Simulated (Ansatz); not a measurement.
# Br3HOSi: a ladder of functionals and wavefunction methods

An exercise on one series of results from a longer session: the logs are not shown, and one member is left open.

The runs use Ansatz 0.2.0, Gaussian basis; functionals in def2-TZVPP, the program's frozen cores in correlated methods.

Plan: LDA (SPW92), PBE-D4, revPBE-D4, BLYP-D4, r2SCAN-D4, B97M-V, PBE0-D4, B3LYP-D4, r2SCANh-D4, r2SCAN0-D4, HSE06-D4, BHLYP-D4, CAM-B3LYP-D4, LC-ωPBE, ωB97X-V, ωB97M-V, B2PLYP, PBE-QIDH; CCSD(T)/def2-SVP; CCSD(T)/def2-TZVPP; MP2/def2-QZVPP; extrapolation to the limit; RPA on PBE.

**Structure used throughout**

All runs share one geometry, relaxed beforehand with PBE0-D4 in a triple-zeta def2 set.

SMILES `O[Si](Br)(Br)Br`, 6 atoms, charge 0, spin multiplicity 1.

Atoms are counted from 1 here; the program's logs count them from 0.

Bond lengths: O1–Si2 1.620 Å, O1–H6 0.960 Å, Si2–Br3 2.202 Å, Si2–Br4 2.202 Å, Si2–Br5 2.185 Å. Angles: Si2–O1–H6 117.9°, O1–Si2–Br3 111.0°, O1–Si2–Br4 111.0°, O1–Si2–Br5 106.3°, Br3–Si2–Br4 108.0°, Br3–Si2–Br5 110.3°, Br4–Si2–Br5 110.3°.

The first run:

Contents of in.yaml:

```yaml
crystal:
  periodic: [false, false, false]
  atoms:
    - {symbol: O, position_ang: [-0.845092, 0.397926, 0.993150]}
    - {symbol: Si, position_ang: [0.172582, 0.069432, -0.223580]}
    - {symbol: Br, position_ang: [1.986817, -0.935834, 0.516043]}
    - {symbol: Br, position_ang: [-0.777897, -1.246547, -1.711538]}
    - {symbol: Br, position_ang: [0.686842, 1.990148, -1.129351]}
    - {symbol: H, position_ang: [-1.181151, -0.339226, 1.509075]}
basis:
  gaussian: {orbitals: def2-TZVPP}
hamiltonian: {xc: lda}
output: {orbitals: {seedname: orbitals}}
```

Run with:

```console
ansatz run in.yaml --threads 4 --pin off --events-out ev --progress --plain --max-ram 11315MiB
```

Among the steps run: LDA; PBE-D4 (GGA); revPBE-D4 (GGA); BLYP-D4 (GGA); r2SCAN-D4 (meta-GGA); B97M-V (meta-GGA); PBE0-D4 (hybrid); B3LYP-D4 (hybrid); r2SCANh-D4 (hybrid); r2SCAN0-D4 (hybrid); HSE06-D4 (hybrid); BHLYP-D4 (hybrid); CAM-B3LYP-D4 (range-separated); LC-ωPBE (range-separated); ωB97X-V (range-separated); ωB97M-V (range-separated); B2PLYP (double hybrid); PBE-QIDH (double hybrid).

One of the session's tables, all rows but one given; the rest of the session is left out.

It belongs to the step «Frontier levels by functional». 

| functional | HOMO (eV) | gap (eV) |
| --- | --- | --- |
| LDA (SPW92) | -7.40 | 5.25 |
| PBE-D4 | -7.23 | 5.36 |
| revPBE-D4 | -7.17 | 5.41 |
| BLYP-D4 | -7.04 | 5.26 |
| r2SCAN-D4 | -7.59 | 6.02 |
| B97M-V | -7.65 | 6.20 |
| PBE0-D4 | -8.52 | 7.55 |
| B3LYP-D4 | -8.24 | 7.02 |
| r2SCANh-D4 | -8.05 | 6.80 |
| r2SCAN0-D4 | ? | ? |
| HSE06-D4 | -8.13 | 6.78 |
| BHLYP-D4 | -9.63 | 9.66 |
| CAM-B3LYP-D4 | -9.82 | 9.90 |
| LC-ωPBE | -11.23 | 12.54 |
| ωB97X-V | -10.85 | 12.06 |
| ωB97M-V | -10.70 | 11.68 |

Estimate the missing values for r2SCAN0-D4.

Worked estimate for «HOMO (eV)». Against the share of exact exchange, r2SCAN-D4 (0, -7.59), r2SCANh-D4 (0.1, -8.05) give a slope of -4.60 per unit share; at 0.25 the line stands at -8.74.

As computed: HOMO (eV): -8.75; gap (eV): 7.96. In «HOMO (eV)» the line misses by +0.01.
